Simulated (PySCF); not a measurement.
# GaLi: the cost of one run

Method: method and basis as typed in the scripts; program: PySCF 2.14.0.

2 further runs of the same task are left out: 2 that didn't finish.

## 1. The starting structure

LiGa: 2 atoms, charge 0, spin multiplicity 1.

Bond lengths: Li1–Ga2 2.241 Å.

## 2. Base script

The input, input.py:

```python
from pyscf import gto, scf, mcscf, mrpt

mol = gto.M(
    atom='Li 0 0 0; Ga 0 0 2.241',
    basis='ano-rcc-vdzp',
    charge=0,
    spin=0,
    verbose=4,
)
mf = scf.RHF(mol)
mf = mf.sfx2c1e()
mf.kernel()
mc = mcscf.CASSCF(mf, 6, 6)
mc.kernel()
mc.analyze()
mrpt.NEVPT(mc).kernel()
mf.dip_moment()
print('orbital energies (hartree):', mf.mo_energy[..., max(0, mol.nelec[1]-3):mol.nelec[0]+3].round(4))
```

Started as:

```
$ OMP_NUM_THREADS=1 python input.py
```

Q: Estimate wall time and peak memory on 1 thread of Arm Neoverse V1, shared host.

About 10 s, with a peak of 0.14 GiB.
